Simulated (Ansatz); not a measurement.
**CH5N3Zn: up Jacob's ladder to CCSD(T)**

An exercise on one series of results from a longer session: the logs are not shown, and one member is left open.

Computed with Ansatz 0.2.0, Gaussian basis. Level: functionals in def2-TZVPP, the program's frozen cores in correlated methods.

The runs, in order: LDA (SPW92), PBE-D4, revPBE-D4, BLYP-D4, r2SCAN-D4, B97M-V, PBE0-D4, B3LYP-D4, r2SCANh-D4, r2SCAN0-D4, HSE06-D4, BHLYP-D4, CAM-B3LYP-D4, LC-ωPBE, ωB97X-V, ωB97M-V, B2PLYP, PBE-QIDH; CCSD(T)/def2-SVP; CCSD(T)/def2-TZVPP; MP2/def2-QZVPP; extrapolation to the limit; RPA on PBE.

### The geometry

All runs share one geometry, relaxed beforehand with PBE0-D4 in a triple-zeta def2 set.

SMILES `NC1[NH][Zn][NH]1`, 10 atoms, charge 0, spin multiplicity 1.

Atoms are counted from 1 here; the program's logs count them from 0.

Bond lengths: N1–C2 1.446 Å, N1–H6 1.016 Å, N1–H7 1.014 Å, C2–N3 1.485 Å, C2–N5 1.463 Å, C2–H8 1.104 Å, N3–Zn4 1.921 Å, N3–H9 1.015 Å, Zn4–N5 1.887 Å, N5–H10 1.012 Å. Angles: C2–N1–H6 108.5°, C2–N1–H7 108.9°, H6–N1–H7 106.5°, N1–C2–N3 112.9°, N1–C2–N5 111.0°, N1–C2–H8 107.2°, N3–C2–N5 108.9°, N3–C2–H8 107.4°, N5–C2–H8 109.3°, C2–N3–Zn4 84.9°, C2–N3–H9 111.2°, Zn4–N3–H9 115.9°, N3–Zn4–N5 78.1°, C2–N5–Zn4 86.8°, C2–N5–H10 112.7°, Zn4–N5–H10 135.8°.

The first run:

File in.yaml:

```yaml
crystal:
  periodic: [false, false, false]
  atoms:
    - {symbol: N, position_ang: [-0.205460, 0.830075, 1.076861]}
    - {symbol: C, position_ang: [0.373134, 0.007097, 0.038126]}
    - {symbol: N, position_ang: [-0.189517, -1.367224, 0.008049]}
    - {symbol: Zn, position_ang: [-0.908957, -0.850766, -1.697170]}
    - {symbol: N, position_ang: [0.194756, 0.620770, -1.277696]}
    - {symbol: H, position_ang: [-1.195276, 0.949959, 0.880271]}
    - {symbol: H, position_ang: [-0.145140, 0.334353, 1.959682]}
    - {symbol: H, position_ang: [1.451698, -0.083286, 0.254966]}
    - {symbol: H, position_ang: [0.546771, -2.065475, -0.014422]}
    - {symbol: H, position_ang: [0.078012, 1.624498, -1.228677]}
basis:
  gaussian: {orbitals: def2-TZVPP}
hamiltonian: {xc: lda}
output: {orbitals: {seedname: orbitals}}
```

The run is started by

```
$ ansatz run in.yaml --threads 4 --pin off --events-out ev --progress --plain --max-ram 10444MiB
```

Among the steps run: LDA; PBE-D4 (GGA); revPBE-D4 (GGA); BLYP-D4 (GGA); r2SCAN-D4 (meta-GGA); B97M-V (meta-GGA); PBE0-D4 (hybrid); B3LYP-D4 (hybrid); r2SCANh-D4 (hybrid); r2SCAN0-D4 (hybrid); HSE06-D4 (hybrid); BHLYP-D4 (hybrid); CAM-B3LYP-D4 (range-separated); LC-ωPBE (range-separated); ωB97X-V (range-separated); ωB97M-V (range-separated); B2PLYP (double hybrid); PBE-QIDH (double hybrid).

One of the session's tables, all rows but one given; the rest of the session is left out.

It belongs to the step «Frontier levels by functional». 

| functional | HOMO (eV) | LUMO (eV) | gap (eV) |
| --- | --- | --- | --- |
| LDA (SPW92) | -5.12 | -3.80 | 1.31 |
| PBE-D4 | -4.90 | -3.58 | 1.32 |
| revPBE-D4 | -4.81 | -3.49 | 1.32 |
| BLYP-D4 | ? | ? | ? |
| r2SCAN-D4 | -5.07 | -3.46 | 1.61 |
| B97M-V | -5.14 | -3.66 | 1.48 |
| PBE0-D4 | -6.05 | -2.88 | 3.17 |
| B3LYP-D4 | -5.90 | -3.18 | 2.72 |
| r2SCANh-D4 | -5.52 | -3.19 | 2.32 |
| r2SCAN0-D4 | -6.19 | -2.80 | 3.40 |
| HSE06-D4 | -5.65 | -3.24 | 2.40 |
| BHLYP-D4 | -7.18 | -2.27 | 4.92 |
| CAM-B3LYP-D4 | -7.45 | -2.09 | 5.36 |
| LC-ωPBE | -8.71 | -0.96 | 7.75 |
| ωB97X-V | -8.37 | -1.06 | 7.31 |
| ωB97M-V | -8.33 | -1.22 | 7.11 |

Estimate the missing values for BLYP-D4.

Worked estimate for «HOMO (eV)». Against the share of exact exchange, B3LYP-D4 (0.2, -5.90), BHLYP-D4 (0.5, -7.18) give a slope of -4.27 per unit share; at 0 the line stands at -5.05.

As computed: HOMO (eV): -4.82; LUMO (eV): -3.56; gap (eV): 1.26. In «HOMO (eV)» the line misses by -0.23.
